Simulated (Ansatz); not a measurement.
# YbTl (Pm-3m): relaxation of cell and ions, by script

What cell does YbTl (Pm-3m) relax to? A script is to give a relaxation of cell and ions; the system is YbTl (Pm-3m).

Computed with Ansatz 0.2.0, driven from Python. Level of theory: DFT PBEsol, plane waves, PAW.

## Step 1: The structure

The structure is cubic, space group Pm-3m (No. 221). The conventional cell has a = 3.826 Å, b = 3.826 Å, c = 3.826 Å, α = 90.00°, β = 90.00°, γ = 90.00°. Yb (site symmetry m-3m) has 8 Tl at 3.31 Å as nearest neighbours. Tl (site symmetry m-3m) has 8 Yb at 3.31 Å as nearest neighbours.

The script reads ybtl.extxyz:

```xyz
2
Lattice="3.826 0.0 0.0 0.0 3.826 0.0 0.0 0.0 3.826" Properties=species:S:1:pos:R:3 pbc="T T T"
Yb    1.91300000    1.91300000    1.91300000
Tl    0.00000000    0.00000000    0.00000000
```

## Step 2: The script

The input, ybtl_vcrelax.py:

```python
"""Relax cell and ions of YbTl."""

import json
import logging
import sys
import warnings

import ansatz as az
from ase import Atoms
from ase.io import write
import matplotlib.pyplot as plt
import numpy as np

logging.basicConfig(stream=sys.stdout, format="%(levelname)s %(message)s")
log = logging.getLogger("ybtl")
log.setLevel(logging.INFO)

def edges_and_angles(cell):
    cell = np.asarray(cell)
    a, b, c = np.linalg.norm(cell, axis=1)
    cosines = cell[1] @ cell[2] / (b * c), cell[0] @ cell[2] / (a * c), cell[0] @ cell[1] / (a * b)
    return (a, b, c, *np.degrees(np.arccos(cosines)))

warnings.simplefilter("ignore", az.DeckWarning)

xtal = az.Crystal.from_extxyz("ybtl.extxyz")

# every cell quantity that the symmetry leaves free
calc = (
    xtal.calculation()
    .functional("PBEsol")
    .pseudopotentials("paw")
    .basis(550)
    .kpoints(length=20)
    .occupations("Gaussian", width=0.1)
    .relax(force_tolerance=0.005, max_steps=100, cell=True)
)
outcome = calc.run(threads=1, events_out="ybtl.ndjson")
with open("ybtl.ndjson") as stream:
    events = [json.loads(line) for line in stream]
steps = [e["data"] for e in events if e["event"] == "relax_step"]
rep = outcome.report
log.info("step   energy (eV)     max comp. (eV/A)   P (GPa)  SCF")
for s in steps:
    log.info(f"{s['step']:4d} {s['lagrangian_ev']:15.5f} {s['allowed_force_max_ev_ang']:12.4f} {s['pressure_gpa']:10.3f} {s['n_scf']:5d}")

first, last = steps[0], steps[-1]
symbols = [site.symbol for site in outcome.lattice.sites]
log.info(f"energy gained {first['lagrangian_ev'] - last['lagrangian_ev']:.4f} eV in {len(steps) - 1} steps")
for label, vectors in (("before", first["cell_ang"]), ("after", outcome.lattice.cell_ang)):
    print(label, "a b c (A) {:.4f} {:.4f} {:.4f}  angles {:.2f} {:.2f} {:.2f}".format(*edges_and_angles(vectors)), f" V = {abs(np.linalg.det(vectors)):.3f} A^3")
print("final stress xx yy zz (GPa, compression positive):", np.round(np.diag(rep["stress_gpa"]), 3) + 0.0)

log.info("relaxed fractional positions")
for site in outcome.lattice.sites:
    print(f"  {site.symbol:2s}", " ".join(f"{v % 1:8.5f}" for v in np.round(site.position_frac, 5)))

fig, (top, bottom) = plt.subplots(2, 1, sharex=True, figsize=(4.5, 4))
top.plot([s["lagrangian_ev"] - last["lagrangian_ev"] for s in steps], "o-")
top.set_ylabel("E - E(final) (eV)")
bottom.semilogy([max(s["allowed_force_max_ev_ang"], 1e-6) for s in steps], "s-")
bottom.set(xlabel="step", ylabel="largest force (eV/A)")
fig.tight_layout()
fig.savefig("relax.png", dpi=100)

relaxed = Atoms(symbols, positions=[site.position_ang for site in outcome.lattice.sites], cell=outcome.lattice.cell_ang, pbc=True)
write("relaxed.cif", relaxed, format="cif")

log.info("%-22s %14.5f eV" % ("F = E - TS", rep["free_energy_ev"]))
log.info("%-22s %14.5f eV" % ("E", rep["internal_energy_ev"]))
log.info("%-22s %14.5f eV" % ("Harris-Foulkes", rep["harris_foulkes_ev"]))
log.info("%-22s %14.5f eV" % ("Fermi level", rep["fermi_energy_ev"]))
```

## Step 3: The calls as engine input

The package turns the script's settings into the engine's input:

```yaml
crystal:
  lattice:
    - [3.826, 0.0, 0.0]
    - [0.0, 3.826, 0.0]
    - [0.0, 0.0, 3.826]
  atoms:
    - { symbol: Yb, position: [0.5, 0.5, 0.5] }
    - { symbol: Tl, position: [0.0, 0.0, 0.0] }
basis:
  ecutwfc: 550.0
kpoints:
  mp_grid:
    grid: [5, 5, 5]
hamiltonian:
  xc: pbesol
  pseudopotentials:
    kind: paw
scf:
  occupations:
    method: gaussian
    width: 0.1
relax:
  f_tol: 0.005
  max_steps: 100
  cell: {}
```

## Step 4: Launch

Launch:

```console
python ybtl_vcrelax.py
```

**Question.** What results will this script give? Wanted: free energy; moves of the relaxation; energy gained; last largest force component; relaxed conventional cell; space group at the end.

**Answer**, as computed:

| quantity | value |
| --- | --- |
| free energy | -24973.0569 eV (-12486.5284 eV/atom) |
| moves of the relaxation | 2 |
| energy gained (ahead of the last change of basis) | 3.8 meV/atom |
| last largest force component | 0.0000 eV/Å |
| relaxed conventional cell | a = 3.782 Å, b = 3.782 Å, c = 3.782 Å, α = 90.00°, β = 90.00°, γ = 90.00° |
| space group at the end | Pm-3m |

What this shows: Over 2 moves the cell shrank by 3.4 % in volume, and the space group stayed Pm-3m. Notes:
- Semilocal functionals put the nearly full 4f shell of Yb too close to the Fermi level.
- Forces vanish by symmetry, so the ions can't move, and the end may be a saddle.
- The mesh is modest for a metal, so energies can be off by several to tens of meV an atom and pressures by half a GPa or more; differences at equal mesh fare better.
- An absolute Fermi energy rests on an arbitrary zero of the periodic potential and has no direct meaning.
- Energies along a relaxation are free energies. Rows at an unchanged volume are solved on a plane-wave basis chosen afresh for that cell, so the energy jumps there and such rows are no steps of the walk.
- Spin-orbit coupling, which matters for elements this heavy, is left out.
